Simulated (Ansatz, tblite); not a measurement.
# Al15As15 wurtzite bond sphere (Al₁₅As₁₅H₃₄): one state, many levels

One table from this session's results is given with a row withheld; the runs are named, their logs left out.

Program: Ansatz 0.2.0, Gaussian basis. Level of theory: as each input shows. These are calculated values, not measurements.

Plan: GFN1-xTB, GFN2-xTB, PBE-D4/def2-SVP, r2SCAN-D4/def2-SVP, r2SCAN0-D4/def2-SVP, PBE0-D4/def2-TZVP, PBE-D4/def2-TZVP, HF/STO-3G, MP2/def2-SVP, RPA/def2-SVP.

1 further run of the same task is left out (set aside as unsound or not needed). Runs told in other sessions of the task aren't counted.

### The geometry

The singlet was relaxed beforehand with PBE-D4/def2-SVP.

64 atoms, charge 0, spin multiplicity 1.

Bond lengths: Al1–As2 2.525 Å, Al1–As3 2.454 Å, Al1–As16 2.516 Å, Al1–H31 1.595 Å, As2–Al7 2.508 Å, As2–H32 1.521 Å, As2–H33 1.527 Å, As3–Al4 2.516 Å, As3–Al17 2.496 Å, As3–H34 1.526 Å, Al4–As6 2.474 Å, Al4–As9 2.481 Å, Al4–H35 1.610 Å, Al5–As6 2.531 Å, Al5–As18 2.535 Å, Al5–H36 1.610 Å, Al5–H37 1.603 Å, As6–Al11 2.477 Å and more. Angles: As2–Al1–As3 100.0°, As2–Al1–As16 98.3°, As2–Al1–H31 113.8°, As3–Al1–As16 102.3°, As3–Al1–H31 124.3°, As16–Al1–H31 114.3°, Al1–As2–Al7 115.6°, Al1–As2–H32 109.1°, Al1–As2–H33 112.2°, Al7–As2–H32 110.3°, Al7–As2–H33 109.7°, H32–As2–H33 98.7°, Al1–As3–Al4 112.8°, Al1–As3–Al17 112.6°, Al1–As3–H34 102.9°, Al4–As3–Al17 114.1°, Al4–As3–H34 108.5°, Al17–As3–H34 104.9° and more.

PBE0-D4/def2-SVP was run before; its log isn't repeated, and its numbers join the tables.

The first run:

Tight binding, by tblite at 300 K electronic temperature and without a spin-polarisation term:

```python
tblite.interface.Calculator('GFN1-xTB', numbers, positions, charge=0, uhf=0).singlepoint()
```

Tight binding, by tblite at 300 K electronic temperature and without a spin-polarisation term:

```python
tblite.interface.Calculator('GFN2-xTB', numbers, positions, charge=0, uhf=0).singlepoint()
```

start.molden holds the orbitals of an earlier run on this state, given as this run's starting guess.

Contents of in.yaml:

```yaml
crystal:
  periodic: [false, false, false]
  atoms:
    - {symbol: Al, position_ang: [1.015987, -4.315838, -2.795932]}
    - {symbol: As, position_ang: [-0.915618, -2.854911, -3.511133]}
    - {symbol: As, position_ang: [0.985629, -3.906623, -0.376616]}
    - {symbol: Al, position_ang: [-1.088577, -2.701898, 0.381299]}
    - {symbol: Al, position_ang: [0.965542, -4.252576, 3.744352]}
    - {symbol: As, position_ang: [-1.035763, -2.996219, 2.836761]}
    - {symbol: Al, position_ang: [-0.975722, -0.564488, -2.490763]}
    - {symbol: As, position_ang: [-2.931274, 0.629252, -3.511223]}
    - {symbol: As, position_ang: [-0.571593, -0.330852, -0.133949]}
    - {symbol: Al, position_ang: [-2.884692, 0.403265, 0.381145]}
    - {symbol: Al, position_ang: [-1.491157, -0.862444, 4.010410]}
    - {symbol: As, position_ang: [-3.113815, 0.595919, 2.836576]}
    - {symbol: Al, position_ang: [-3.234753, 3.032110, -2.796048]}
    - {symbol: As, position_ang: [-2.894950, 2.801890, -0.376756]}
    - {symbol: Al, position_ang: [-3.205515, 2.957177, 3.744101]}
    - {symbol: As, position_ang: [2.897387, -2.833813, -3.565559]}
    - {symbol: Al, position_ang: [3.112687, -2.895763, 0.451115]}
    - {symbol: As, position_ang: [2.843341, -2.772886, 2.901808]}
    - {symbol: Al, position_ang: [3.104729, -0.430285, -2.808827]}
    - {symbol: As, position_ang: [0.949683, 0.549208, -3.568261]}
    - {symbol: As, position_ang: [2.999695, -0.522770, -0.342845]}
    - {symbol: Al, position_ang: [1.704349, 0.986236, 1.265735]}
    - {symbol: Al, position_ang: [2.893339, -0.400805, 3.623457]}
    - {symbol: As, position_ang: [0.572177, 0.331313, 3.361525]}
    - {symbol: Al, position_ang: [1.174908, 2.905640, -2.808687]}
    - {symbol: As, position_ang: [-1.011991, 3.924099, -3.565560]}
    - {symbol: As, position_ang: [1.042375, 2.860871, -0.342598]}
    - {symbol: Al, position_ang: [-0.958465, 4.142030, 0.451160]}
    - {symbol: Al, position_ang: [1.094413, 2.708475, 3.623937]}
    - {symbol: As, position_ang: [-0.986660, 3.847530, 2.901877]}
    - {symbol: H, position_ang: [1.007777, -5.764297, -3.463283]}
    - {symbol: H, position_ang: [-2.221033, -3.587093, -3.241515]}
    - {symbol: H, position_ang: [-1.022841, -2.744928, -5.030139]}
    - {symbol: H, position_ang: [0.967647, -5.316274, 0.207317]}
    - {symbol: H, position_ang: [-2.360806, -3.321718, -0.386522]}
    - {symbol: H, position_ang: [1.073863, -5.638860, 2.932994]}
    - {symbol: H, position_ang: [0.940398, -4.198036, 5.346440]}
    - {symbol: H, position_ang: [-2.217640, -3.926911, 3.108716]}
    - {symbol: H, position_ang: [-4.216739, -0.137408, -3.241593]}
    - {symbol: H, position_ang: [-2.889270, 0.481511, -5.030233]}
    - {symbol: H, position_ang: [-4.056126, -0.390637, -0.386823]}
    - {symbol: H, position_ang: [-1.690069, -0.977539, 5.590059]}
    - {symbol: H, position_ang: [-4.509791, 0.035231, 3.108364]}
    - {symbol: H, position_ang: [-4.494505, 3.746995, -3.463448]}
    - {symbol: H, position_ang: [-4.126032, 3.488742, 0.207303]}
    - {symbol: H, position_ang: [-4.353259, 3.742035, 2.932617]}
    - {symbol: H, position_ang: [-3.170942, 2.908144, 5.346198]}
    - {symbol: H, position_ang: [3.039183, -2.905990, -5.083787]}
    - {symbol: H, position_ang: [4.180098, -3.570315, -3.201115]}
    - {symbol: H, position_ang: [4.401722, -3.635390, -0.156556]}
    - {symbol: H, position_ang: [4.141597, -3.402530, 3.404119]}
    - {symbol: H, position_ang: [4.385624, 0.247465, -3.479746]}
    - {symbol: H, position_ang: [0.927771, 0.536634, -5.096880]}
    - {symbol: H, position_ang: [4.466939, -0.163734, -0.069404]}
    - {symbol: H, position_ang: [3.837683, -0.055096, 4.863592]}
    - {symbol: H, position_ang: [3.298784, 0.538166, 2.242352]}
    - {symbol: H, position_ang: [2.401071, 3.678021, -3.479611]}
    - {symbol: H, position_ang: [-1.003716, 4.083025, -5.083794]}
    - {symbol: H, position_ang: [-1.011008, 5.403242, -3.201183]}
    - {symbol: H, position_ang: [2.085189, 3.953661, -0.069061]}
    - {symbol: H, position_ang: [-0.956857, 5.628098, -0.156718]}
    - {symbol: H, position_ang: [1.864962, 3.354376, 4.864092]}
    - {symbol: H, position_ang: [2.110158, 2.591652, 2.242690]}
    - {symbol: H, position_ang: [-0.885540, 5.286915, 3.404067]}
basis:
  gaussian: {orbitals: def2-SVP, fitting: {mean_field: def2-universal-jkfit}, initial_orbitals: start.molden}
hamiltonian: {xc: pbe, dispersion: d4}
scf: {omitted_lower_state_checks: [starts]}
output: {forces: true, orbitals: {seedname: orbitals}}
```

Run with:

```console
ansatz run in.yaml --threads 11 --pin off --events-out ev --progress --plain --max-ram 110592MiB --backend cuda --devices 0, --max-vram 75GiB
```

Steps of the session up to this table: PBE-D4/def2-SVP; r2SCAN-D4/def2-SVP; r2SCAN0-D4/def2-SVP; PBE0-D4/def2-TZVP; PBE-D4/def2-TZVP; HF/STO-3G; MP2/def2-SVP; RPA/def2-SVP.

One table of the session follows, with a row left open; its other results are not shown here.

It belongs to the step «Binding energy». 

| level | binding an atom (eV) |
| --- | --- |
| HF/STO-3G | 3.519 |
| HF/def2-SVP | 1.935 |
| PBE-D4/def2-SVP | 2.858 |
| PBE-D4/def2-TZVP | 2.842 |
| r2SCAN-D4/def2-SVP | 2.872 |
| PBE0-D4/def2-SVP | 2.848 |
| PBE0-D4/def2-TZVP | ? |
| r2SCAN0-D4/def2-SVP | 2.846 |
| MP2/def2-SVP | 2.605 |

Estimate the missing values for PBE0-D4/def2-TZVP.

The run gave: binding an atom (eV): 2.834. In the column «binding an atom (eV)» it lies between MP2/def2-SVP (2.605) and PBE-D4/def2-TZVP (2.842).

To keep in mind: Free atoms were run apart at each level; binding is atoms less cluster, divided by the number of atoms, without zero-point or spin-orbit terms.
